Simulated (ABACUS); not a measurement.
The system is Ta4NiO11.

```
CELL_PARAMETERS angstrom
1.95495 -14.82973 0.00000
1.95495 14.82973 0.00000
0.00000 0.00000 3.88590
ATOMIC_POSITIONS crystal
Ta 0.20437 0.79563 0.00000
Ta 0.92451 0.07549 0.00000
Ta 0.07549 0.92451 0.00000
Ta 0.79563 0.20437 0.00000
Ni 0.50000 0.50000 0.00000
O 0.13987 0.86013 0.00000
O 0.72107 0.27893 0.00000
O 0.43645 0.56355 0.00000
O 0.56355 0.43645 0.00000
O 0.00000 0.00000 0.00000
O 0.86013 0.13987 0.00000
O 0.27893 0.72107 0.00000
O 0.92790 0.07210 0.50000
O 0.07210 0.92790 0.50000
O 0.79436 0.20564 0.50000
O 0.20564 0.79436 0.50000
```

The cell was built by a generator and needn't be a form met in nature.

Base run:

```yaml
Program: ABACUS 3.10.1
Functional: PBE
Potentials_or_basis: PseudoDojo NC SR 0.4.1 PBE standard
Cutoff: 1361 eV
Density_cutoff: 5442 eV
Basis: DZP LCAO (the cutoffs set its grid)
k_mesh: 4 × 4 × 4
Occupations: fermi-dirac, width 0.05 eV
Spin: collinear spin, ferromagnetic start
Starting_moments: "[0.0, 0.0, 0.0, 0.0, 1.0, 0.0, 0.0, 0.0, 0.0, 0.0, 0.0, 0.0, 0.0, 0.0, 0.0, 0.0] μB"
Hubbard_terms: Ni d U = 8 eV, Ta d U = 8 eV
```

Its results: band gap on the k mesh 2.16 eV, indirect (least direct gap 2.91 eV); pressure 11.1 GPa; net moment 0.00 μB per cell; site moments Ta +0.00; Ni -0.02; O +0.00, -0.00, +0.02 μB; largest force 0.749 eV/Å.

Problem. The run is repeated on the same cell with these changes: hubbard terms from Ni d U = 8 eV, Ta d U = 8 eV to none; symmetry key from -1 to 1; hubbard projectors from numerical atomic orbitals to none. What comes out?

Solution. Band gap on the k mesh none (metal or under the smearing width); pressure 0.9 GPa; net moment 0.50 μB per cell; site moments Ta +0.00, -0.00; Ni +0.44; O +0.00, -0.00, +0.01, +0.04 μB; largest force 0.166 eV/Å.

Caveats: some runs use coarse meshes; the atomic orbitals were generated for these runs and aren't a published set; the basis of atomic orbitals isn't converged, which shifts pressures, moduli and gaps; spin-orbit coupling is left out, which moves the levels of the heavy elements (some runs); a cell with one magnetic atom can't hold antiferromagnetic order, which such compounds often take (some runs); semilocal functionals often make such compounds metallic where correlation or magnetic order opens a gap, which also shifts bond lengths (some runs).

A k mesh can miss the band edges.
